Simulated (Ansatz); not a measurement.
# GaP (F-43m): levels without and with spin-orbit coupling

Program: the Python package of Ansatz 0.2.0. The levels of theory stand in the script. These are calculated values, not measurements.

## 1. Starting point

The structure is cubic, space group F-43m (No. 216). The conventional cell has a = 5.451 Å, b = 5.451 Å, c = 5.451 Å, α = 90.00°, β = 90.00°, γ = 90.00°. Ga (site symmetry -43m) has 4 P at 2.36 Å as nearest neighbours. P (site symmetry -43m) has 4 Ga at 2.36 Å as nearest neighbours.

The script holds or builds the structure itself.

## 2. Script

The input, soc.py:

```python
# -*- coding: utf-8 -*-
import ansatz


def main():
    gap = (
        ansatz.Lattice.of([0.0, 2.72525, 2.72525], [2.72525, 0.0, 2.72525], [2.72525, 2.72525, 0.0])
        .atom("Ga", [0.0, 0.0, 0.0])
        .atom("P", [0.25, 0.25, 0.25])
    )

    calc = gap.calculation()
    calc = calc.occupations(ansatz.OccupationsMethod.FIXED)
    calc = calc.functional("lda")
    calc = calc.kpoints(7, 7, 7)
    calc = calc.band_table()
    for label, variant in (("scalar-relativistic", calc), ("spin-orbit", calc.spin(soc=True))):
        data = variant.run().report
        zero = data["band_edges_ev"][0] if data.get("band_edges_ev") else data["fermi_energy_ev"]
        near = [round(e - zero, 3) for e in data["eigenvalues_ev"][0] if abs(e - zero) < 3]
        print(label)
        print("  band edges (eV):", [round(e, 3) for e in data.get("band_edges_ev") or []] or "none reported")
        print("  levels at k =", data["kpoints_frac"][0], "within 3 eV of the zero:", near)


if __name__ == "__main__":
    main()
```

## 3. The calls as engine input

The package turns the script's settings into the engine's input (first run):

```yaml
crystal:
  lattice:
    - [0.0, 2.72525, 2.72525]
    - [2.72525, 0.0, 2.72525]
    - [2.72525, 2.72525, 0.0]
  atoms:
    - { symbol: Ga, position: [0.0, 0.0, 0.0] }
    - { symbol: P, position: [0.25, 0.25, 0.25] }
kpoints:
  mp_grid:
    grid: [7, 7, 7]
hamiltonian:
  xc: lda
scf:
  occupations:
    method: fixed
output:
  eigenvalues: true
```

## 4. Launch

On the command line:

```sh
$ python soc.py
```

What time and memory should one allow on 1 thread of Arm Neoverse V2, shared host?

About 5.3 s, with a peak of 0.46 GiB.
